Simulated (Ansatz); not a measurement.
# UHF/STO-3G run of HS (SMILES [SH])

Aim: the electronic atomisation energy of HS at UHF/STO-3G, from 3 runs. 

Program for the calculation: Ansatz 0.2.0.

27 further runs of the same task are left out: 1 that didn't finish, 26 set aside as unsound or not needed.

## Step 1: The system as given

The species is HS (2 atoms), meant as a doublet with charge 0. As SMILES, `[SH]`. The coordinates come from a PBE0-D4/def2-TZVP relaxation.

Bond lengths: S1–H2 1.346 Å.

## Step 2: A single-point energy at UHF/STO-3G

File in.yaml:

```yaml
basis:
  gaussian: {orbitals: STO-3G}
crystal:
  periodic: [false, false, false]
  atoms:
    - {symbol: S, position_ang: [0.574560, -0.187810, 0.295460]}
    - {symbol: H, position_ang: [-0.574560, 0.187810, -0.295460]}
magnetization: {spin_polarized: true, initial_magnetization: 1}
hamiltonian: {xc: hf}
accuracy: high
output: {orbitals: {seedname: orbitals}}
```

On the command line:

```bash
$ ansatz run in.yaml --threads 1 --pin off --max-ram 3480MiB --events-out events.jsonl --progress --plain --runs-dir runs
```

The log of the run:

```text
Warning: RAYON_NUM_THREADS=1 ignored (pool sized by the plan → 1); use --threads N
Functional definition: HF
  name "HF"
  exchange = exact_x
  correlation = 0
144 factors; integrals over basis functions are off by at most 1.8e-8 eV
mean field evaluation 1: about -10713.1071 eV, gradient 5.4e0 eV
mean field evaluation 2: about -10713.1114 eV, gradient 5.4e0 eV
mean field evaluation 4: about -10713.4006 eV, gradient 2.0e-1 eV
mean field evaluation 8: about -10713.4012 eV, gradient 7.3e-6 eV
mean field -10713.40120052 eV, -393.7102323150 hartree, gradient 2.7e-8 eV, S^2 0.752887; 0 other end points of the search recorded, 0 dependent functions left out
reference -10713.40120052 eV, -393.7102323150 hartree; 9, 8 occupied and 1, 2 virtual orbitals, 144 factors
Total energy: -10713.40120052 eV, -393.7102323150 hartree
```

Run time: 0.06 s. Hardware: 1 thread of Arm Neoverse V1, shared host.

## Step 3: The H atom, same level

File job.yaml:

```yaml
crystal:
  periodic: [false, false, false]
  atoms:
    - {symbol: H, position_ang: [0.000000, 0.000000, 0.000000]}
basis:
  gaussian:
    orbitals: STO-3G
magnetization:
  spin_polarized: true
  initial_magnetization: 1
hamiltonian:
  xc: hf
accuracy: high
```

Run the same way, it converges to -0.46658 Eh (log not shown).

## Step 4: The S atom, same level

File molecule.yaml:

```yaml
crystal:
  periodic: [false, false, false]
  atoms:
    - {symbol: S, position_ang: [0.000000, 0.000000, 0.000000]}
basis:
  gaussian: {orbitals: STO-3G}
magnetization: {spin_polarized: true, initial_magnetization: 2}
hamiltonian: {xc: hf}
accuracy: high
```

Run the same way, it converges to -393.13022 Eh (log not shown).

## Step 5: Outcome

At UHF/STO-3G:

```
                                    quantity          value
                      molecule: total energy  -393.71023 Eh
molecule: HOMO energy (highest over α and β)       -6.61 eV
 molecule: LUMO energy (lowest over α and β)        5.97 eV
                              molecule: ⟨S²⟩          0.753
                        H atom: total energy    -0.46658 Eh
                                H atom: ⟨S²⟩          0.750
                        S atom: total energy  -393.13022 Eh
                                S atom: ⟨S²⟩          2.000
               electronic atomisation energy       3.087 eV
```

**Reading.** Taking the molecule apart into free atoms costs 3.09 eV (71 kcal/mol), before zero-point energy and without spin-orbit coupling. Hartree–Fock lacks the correlation of the bonding pairs, which as a rule makes this value much too low; in minimal bases other errors can mask that. In a minimal basis such a difference can be off by several eV, whatever the method.
